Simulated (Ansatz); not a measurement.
**InCNClF (SMILES N#[C][In]([F])[Cl]): r2SCAN/def2-SVP (core potential)**

What is the energy change on altering one bond length of InCNClF at r2SCAN/def2-SVP (core potential)? 

Program for the calculation: Ansatz 0.2.0.

127 further runs of the same task are left out: 7 that didn't finish, 120 set aside as unsound or not needed.

## (1) The system as given

The species is InCNClF (5 atoms), meant as a singlet with charge 0. As SMILES, `N#[C][In]([F])[Cl]`. Geometry: relaxed at PBE0-D4/def2-TZVP.

Bond lengths: N1–C2 1.152 Å, C2–In3 2.082 Å, In3–F4 1.924 Å, In3–Cl5 2.280 Å. Angles: N1–C2–In3 178.9°, C2–In3–F4 118.2°, C2–In3–Cl5 125.8°, F4–In3–Cl5 115.9°.

## (2) The energy at r2SCAN/def2-SVP (core potential)

run.yaml reads:

```yaml
crystal:
  periodic: [false, false, false]
  atoms:
    - symbol: "N"
      position_ang: [-1.392600, 1.451400, 1.648800]
    - symbol: C
      position_ang: [-0.781900, 0.784400, 0.934900]
    - symbol: In
      position_ang: [0.330400, -0.389600, -0.376400]
    - symbol: F
      position_ang: [0.434400, -2.280900, -0.039700]
    - symbol: Cl
      position_ang: [1.459700, 0.361000, -2.209100]
basis:
  gaussian: {orbitals: def2-SVP}
hamiltonian: {xc: {name: r2SCAN}}
accuracy: high
output: {orbitals: {seedname: orbitals}}
```

Run with:

```bash
$ ansatz run run.yaml --threads 1 --pin off --max-ram 3480MiB --events-out events.jsonl --progress --plain --runs-dir runs
```

The log of the run:

```text
Warning: RAYON_NUM_THREADS=1 ignored (pool sized by the plan → 1); use --threads N
Functional definition: r2SCAN
  name "r2SCAN"
  parameter k0 = 0.174
  parameter k1 = 0.065
  parameter a1 = 4.9479
  exchange = r2scan_x(k0 = k0, k1 = k1, a1 = a1)
  correlation = r2scan_c
1856 factors; integrals over basis functions are off by at most 7.9e-9 eV
mean field evaluation 1: about -22924.8824 eV, gradient 5.6e1 eV
mean field evaluation 2: about -22869.4274 eV, gradient 1.7e2 eV
mean field evaluation 4: about -22931.3576 eV, gradient 1.6e1 eV
mean field evaluation 8: about -22931.8838 eV, gradient 3.8e-1 eV
mean field evaluation 16: about -22931.8868 eV, gradient 7.0e-5 eV
mean field -22931.88679997 eV, -842.7312961079 hartree, gradient 7.8e-8 eV, S^2 0.000000; 0 other end points of the search recorded, 0 dependent functions left out
reference -22931.88680108 eV, -842.7312961485 hartree; 30, 30 occupied and 56, 56 virtual orbitals, 1856 factors
Total energy: -22931.88680108 eV, -842.7312961485 hartree
```

Wall time 26 s (1 thread of Arm Neoverse N1, shared host); peak memory 0.28 GiB.

## (3) The distorted shape, same level

input.yaml reads:

```yaml
basis:
  gaussian:
    orbitals: def2-SVP
crystal:
  periodic: [false, false, false]
  atoms:
    - {symbol: "N", position_ang: [-1.575799, 1.651488, 1.862957]}
    - {symbol: C, position_ang: [-0.781900, 0.784400, 0.934900]}
    - {symbol: In, position_ang: [0.330400, -0.389600, -0.376400]}
    - {symbol: F, position_ang: [0.434400, -2.280900, -0.039700]}
    - {symbol: Cl, position_ang: [1.459700, 0.361000, -2.209100]}
total_charge: 0
hamiltonian:
  xc: {name: r2SCAN}
accuracy: high
output:
  orbitals: {seedname: orbitals}
```

Run with:

```bash
$ ansatz run input.yaml --threads 1 --pin off --max-ram 3480MiB --events-out events.jsonl --progress --plain --runs-dir runs
```

The log of the run:

```text
Warning: RAYON_NUM_THREADS=1 ignored (pool sized by the plan → 1); use --threads N
Functional definition: r2SCAN
  name "r2SCAN"
  parameter k0 = 0.174
  parameter k1 = 0.065
  parameter a1 = 4.9479
  exchange = r2scan_x(k0 = k0, k1 = k1, a1 = a1)
  correlation = r2scan_c
1854 factors; integrals over basis functions are off by at most 9.3e-9 eV
mean field evaluation 1: about -22923.1675 eV, gradient 5.0e1 eV
mean field evaluation 2: about -22853.0855 eV, gradient 1.8e2 eV
mean field evaluation 4: about -22924.4822 eV, gradient 4.1e1 eV
mean field evaluation 8: about -22928.4677 eV, gradient 3.8e-1 eV
mean field evaluation 16: about -22928.4721 eV, gradient 1.0e-4 eV
mean field -22928.47209802 eV, -842.6058081256 hartree, gradient 5.8e-8 eV, S^2 0.000000; 0 other end points of the search recorded, 0 dependent functions left out
reference -22928.47209911 eV, -842.6058081657 hartree; 30, 30 occupied and 56, 56 virtual orbitals, 1854 factors
Total energy: -22928.47209911 eV, -842.6058081657 hartree
```

Wall time 25 s (1 thread of Arm Neoverse N1, shared host); peak memory 0.28 GiB.

## (4) What came out

Level: r2SCAN/def2-SVP (core potential).

| quantity | value |
| --- | --- |
| first shape: total energy | -842.73130 Eh |
| first shape: HOMO energy | -8.66 eV |
| first shape: LUMO energy | -3.27 eV |
| first shape: HOMO–LUMO gap | 5.39 eV |
| distorted shape: total energy | -842.60581 Eh |
| distorted shape: HOMO energy | -8.08 eV |
| distorted shape: LUMO energy | -4.17 eV |
| distorted shape: HOMO–LUMO gap | 3.91 eV |
| energy change with the N1–C2 bond stretched from 1.152 to 1.498 Å | 3.415 eV |

In words: With the N1–C2 bond stretched from 1.152 to 1.498 Å the energy rises by 3.41 eV (329 kJ/mol). The first shape isn't relaxed at this level, so the change isn't measured from a minimum.
